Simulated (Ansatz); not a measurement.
# TiH (quartet): wave-function methods side by side at distance Ti1–H2 = 2.854 Å, def2-TZVP

One table from this session's results is given with a row withheld; the runs are named, their logs left out.

The runs use Ansatz 0.2.0, Gaussian basis; def2-TZVP, core rule «outside noble gas», up to 9 orbitals frozen.

The runs, in order: UHF; CCSD(T) on ROHF; CCSD(T) on UHF; CISD as a restricted active space (open shells left free, so some higher excitations enter); CCSDT(Q) on ROHF; CCSDT(Q) on UHF; CASSCF and MRCISD+Q, 5 electrons in 5 orbitals; CASSCF and NEVPT2, 5 electrons in 5 orbitals.

47 further runs of the same task are left out: 33 for a known fault of the program, 12 that didn't finish, 2 set aside as unsound or not needed. Runs told in other sessions of the task aren't counted.

### The geometry

The geometry derives from a PBE0/def2-TZVP stationary point (not a proven minimum). One bond is set to the value named and the two fragments are kept rigid.

2 atoms, charge 0, spin multiplicity 4.

Atoms are counted from 1 here; the program's logs count them from 0.

No contacts short enough for the rule that draws bonds.

The first run:

Contents of in.yaml:

```yaml
crystal:
  periodic: [false, false, false]
  atoms:
    - {symbol: Ti, position_ang: [0.000000, 0.000000, 0.000000]}
    - {symbol: H, position_ang: [0.000000, 0.000000, 2.854000]}
basis:
  gaussian: {orbitals: def2-TZVP}
magnetization: {spin_polarized: true, initial_magnetization: 3}
hamiltonian: {xc: hf}
output: {orbitals: {seedname: orbitals}}
```

Run with:

```
$ ansatz run in.yaml --threads 1 --pin off --events-out ev --progress --plain --max-ram 2393MiB
```

Steps of the session up to this table: UHF; CCSD(T) on ROHF; CCSD(T) on UHF; CISD as a restricted active space (open shells left free, so some higher excitations enter); CCSDT(Q) on ROHF; CCSDT(Q) on UHF; CASSCF and MRCISD+Q, 5 electrons in 5 orbitals; CASSCF and NEVPT2, 5 electrons in 5 orbitals.

One table of the session follows, with a row left open; its other results are not shown here.

| method | from RCCSDT(Q) (meV) |
| --- | --- |
| UHF | +1402.3 |
| RMP2 | +588.2 |
| UMP2 | +542.9 |
| CISD | +137.9 |
| RCCSD | +94.2 |
| UCCSD | +12.4 |
| RCCSD(T) | +39.9 |
| UCCSD(T) | -27.7 |
| RCCSDT | ? |
| UCCSDT | -60.2 |
| RCCSDT(Q) | 0 |
| UCCSDT(Q) | -62.2 |
| CASSCF pair | +940.1 |
| NEVPT2 pair | +419.4 |
| MRCISD pair | +91.4 |
| MRCISD+Q pair | +42.8 |

Estimate the missing values for RCCSDT.

**Answer.** from RCCSDT(Q) (meV): +2.4. In the column «from RCCSDT(Q) (meV)» it lies between RCCSDT(Q) (0) and UCCSD (+12.4).

Left out of the table: ROHF (another determinant or state than the rows shown).

To keep in mind: The report flags that the cluster equations may have other roots. The program flags RCCSD(T), RCCSDT(Q) as in doubt, so the zero of the table is itself unsure. Warnings: spin contamination; coupled cluster took another determinant than the lowest; large T1 diagnostic. Restricted and unrestricted rows rest on different reference determinants; a gap between their highest levels can come from leftover correlation error, from unlike frozen cores or from another state.
